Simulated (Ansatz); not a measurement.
**Molecular dynamics of Li**

Input:

```yaml
crystal:
  lattice:
    - [7.205315, 0.0, 0.0]
    - [0.0, 7.205315, 0.0]
    - [0.0, 0.0, 7.205315]
  atoms:
    - { symbol: Li, position: [0.00706551, -0.05044799, -0.08580802] }
    - { symbol: Li, position: [0.57874826, -0.08878563, -0.0435602] }
    - { symbol: Li, position: [-0.04078323, 0.41413855, -0.05473627] }
    - { symbol: Li, position: [0.12495504, 0.12630205, 0.58480794] }
    - { symbol: Li, position: [0.39937623, 0.3279635, 0.27941717] }
    - { symbol: Li, position: [0.50438035, 0.56003457, -0.05865689] }
    - { symbol: Li, position: [0.49664125, -0.00269221, 0.48310218] }
    - { symbol: Li, position: [0.88565461, 0.16774397, 0.25241094] }
    - { symbol: Li, position: [0.05890768, 0.5009639, 0.4527964] }
    - { symbol: Li, position: [0.20608437, 0.78203622, 0.16669011] }
    - { symbol: Li, position: [0.33710769, 0.16230963, 0.85154383] }
    - { symbol: Li, position: [0.59497004, 0.53758019, 0.51687928] }
    - { symbol: Li, position: [0.84702686, 0.7535676, 0.21781083] }
    - { symbol: Li, position: [0.72553889, 0.23322612, 0.69416482] }
    - { symbol: Li, position: [0.26615676, 0.72024271, 0.70799373] }
    - { symbol: Li, position: [0.80796367, 0.8112316, 0.67542384] }
basis:
  ecutwfc: 420.0
kpoints:
  mp_grid: { grid: [2, 2, 2] }
hamiltonian:
  xc: pbesol
scf:
  occupations: { method: fermi_dirac, width: 0.11 }
  lower_state_search: "off"
md:
  timestep: 1
  n_steps: 400
  ensemble: nvt_langevin
  temperature: 1040.0
  initial_velocities: maxwell_boltzmann
  seed: 160792
  friction: 0.02
  temperature_schedule:
    - { n_steps: 300, end_temperature: 300.0 }
    - { n_steps: 100, end_temperature: 300.0 }
```

Launched with:

```bash
$ ansatz run input.yaml --threads 1 --pin off --max-ram 3072MiB --backend cpu --events-out ev --progress --plain --runs-dir out
```

It goes on from the last frame of an earlier run, with new velocities.

Output, in part (step lines):

```
md step     0: t =     0.00 fs  T =   975.0 K (target 1040.0 K)  F+E_penalty+E_count = -3245.70249122 eV  E_kin = 2.016456 eV  (7 SCF iters)
md step     1: t =     1.00 fs  T =   930.1 K (target 1038.8 K)  F+E_penalty+E_count = -3245.71155566 eV  E_kin = 1.923652 eV  (6 SCF iters)
md step     2: t =     2.00 fs  T =   984.7 K (target 1036.3 K)  F+E_penalty+E_count = -3245.71664906 eV  E_kin = 2.036610 eV  (6 SCF iters)
md step     3: t =     3.00 fs  T =  1018.9 K (target 1033.8 K)  F+E_penalty+E_count = -3245.71696585 eV  E_kin = 2.107214 eV  (6 SCF iters)
md step     4: t =     4.00 fs  T =   949.7 K (target 1031.4 K)  F+E_penalty+E_count = -3245.71591332 eV  E_kin = 1.964181 eV  (6 SCF iters)
md step     5: t =     5.00 fs  T =   924.1 K (target 1028.9 K)  F+E_penalty+E_count = -3245.71839342 eV  E_kin = 1.911104 eV  (5 SCF iters)
md step     6: t =     6.00 fs  T =   996.1 K (target 1026.4 K)  F+E_penalty+E_count = -3245.72005240 eV  E_kin = 2.060064 eV  (5 SCF iters)
md step     7: t =     7.00 fs  T =   972.4 K (target 1024.0 K)  F+E_penalty+E_count = -3245.71713714 eV  E_kin = 2.011162 eV  (5 SCF iters)
[... lines left out ...]
md step   398: t =   398.00 fs  T =   438.1 K (target 300.0 K)  F+E_penalty+E_count = -3247.09780291 eV  E_kin = 0.906040 eV  (4 SCF iters)
md step   399: t =   399.00 fs  T =   414.5 K (target 300.0 K)  F+E_penalty+E_count = -3247.09728623 eV  E_kin = 0.857215 eV  (4 SCF iters)
md step   400: t =   400.00 fs  T =   416.6 K (target 300.0 K)  F+E_penalty+E_count = -3247.09683192 eV  E_kin = 0.861548 eV  (5 SCF iters)
```

The steps, from the saved trajectory:

```csv
time (fs),T (K),potential energy less start (eV)
0.0,975,0.000
13.0,973,0.056
26.0,1024,0.266
39.0,737,0.399
52.0,892,0.309
65.0,1192,-0.212
78.0,776,-0.215
91.0,592,-0.032
104.0,700,-0.138
117.0,771,-0.374
130.0,843,-0.402
143.0,542,-0.211
156.0,744,-0.291
169.0,586,-0.424
182.0,678,-0.558
195.0,732,-0.313
208.0,462,0.016
221.0,510,0.085
234.0,818,-0.356
247.0,755,-0.876
260.0,604,-0.989
273.0,532,-1.042
286.0,463,-1.108
299.0,312,-1.161
312.0,201,-1.209
325.0,222,-1.339
338.0,280,-1.447
351.0,419,-1.488
364.0,283,-1.447
377.0,245,-1.365
390.0,352,-1.372
```

All steps were run. The schedule's set-point averaged 362 K over the second half and the system 437 K, so it lags behind the ramp. A run of 0.4 ps of so small a system gives no equilibrium averages. Limits of this set-up: coarse k mesh.

Mean squared displacements from the first frame to the last, about the centre of mass: Li 0.70 Å².

Last frame:

```xyz
16
Lattice="7.2053 0.0000 0.0000 0.0000 7.2053 0.0000 0.0000 0.0000 7.2053" Properties=species:S:1:pos:R:3
Li 0.388 0.034 -0.217
Li 3.569 0.447 0.093
Li 0.129 4.135 0.110
Li 0.064 0.653 3.677
Li 1.610 2.046 1.692
Li 4.044 4.218 0.144
Li 3.541 0.579 3.275
Li 5.656 1.588 1.458
Li 0.073 3.829 3.571
Li 2.090 5.669 1.822
Li 2.215 2.242 5.400
Li 3.942 3.623 3.049
Li 5.692 6.015 1.756
Li 5.548 2.020 5.690
Li 2.340 5.776 4.931
Li 5.596 6.052 5.228
```

Time of the run: 21 min on 1 thread of Intel(R) Xeon(R) Platinum 8488C (Sapphire Rapids), on a shared host, peak memory 0.61 GiB.
